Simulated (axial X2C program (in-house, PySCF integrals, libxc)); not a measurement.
# FCuF: the levels of the configuration d8 s1 p(π)0

Which Ω levels does FCuF have in the configuration d8 s1 p(π)0, and how far apart?

Computed with an in-house X2C program for linear molecules on PySCF integrals. Level: two-component X2C, average-of-configuration Hartree–Fock and CI in the open shells.

All values are calculated.

## Step 1: Set-up

task.json reads:

```json
{"zs": [9, 29, 9], "q": 0, "bas": ["dyall-av3z", "dyall-v3z", "dyall-av3z"], "r0": 1.76, "metal": 1, "shells": [[2, [0, 1, 2], 8], [0, [0], 1], [1, [1], 0]], "fix": 0, "emax": 3.2, "nroots": 4}
```

Keys: zs atomic numbers; q charge; bas basis sets; r0 starting distance in Å; metal index of the metal atom; shells open shells as [l, |m| values, electrons]; fix electron count of the first shell held; emax energy window in eV; nroots roots for each Ω.

Launch:

```console
> python soci.py task.json out
```

Two-component X2C with atomic mean-field Coulomb and Gaunt terms, basis F dyall-av3z, Cu dyall-v3z (cores contracted in-house). Orbitals come from Hartree–Fock averaged over the configuration Cu d8 s1 p(π)0; CI then distributes these electrons over the d, s, p(π) shells of Cu.

## Step 2: CI at F–Cu–F held linear, both bonds 1.773 Å

Before running it: what results should come out? Wanted: lowest level of the model; next level; lowest curve, Re and ωe.

As calculated:

| quantity | value |
| --- | --- |
| lowest level of the model | Ω = 5/2, g∥ = 6.00, 74% d9 + 26% d8 s1 |
| next level | Ω = 3/2, 450 cm⁻¹ higher |
| lowest curve, Re and ωe | 1.694 Å, 732.3 cm⁻¹ |

**Reading.** In the lowest level ⟨Sz⟩ = 0.50 and ⟨Lz⟩ = 2.00; its leading determinant has weight 0.74 among 1119. From 1.773 to 1.995 Å the gap from the lowest to the fifth level goes from 6600 to 5472 cm⁻¹. Without dynamic correlation distances can be off by several hundredths of an Å, and the wavenumbers are rough. There is no dynamic correlation: spin–orbit spacings and, for f shells, spacings inside one term are the most reliable numbers, splittings between terms come out too wide, and energies between configurations are not reliable, so the lowest level need not be the ground state of the molecule. The lowest levels belong to d9, not to the averaged configuration, so orbitals and distance suit them less well. For d shells the ligand-field splittings (σ, π, δ) and their order can be off by a thousand cm⁻¹ or more. At most 4 roots were kept for each Ω > 0 (twice that for Ω = 0) within 3.2 eV of the lowest, so higher up levels can be missing between those listed; levels with Ω > 0 are doubly degenerate and listed once, Ω = 0 levels singly. States that fill the shells left empty in the average are placed too high. The molecule was held linear; bending was not examined.
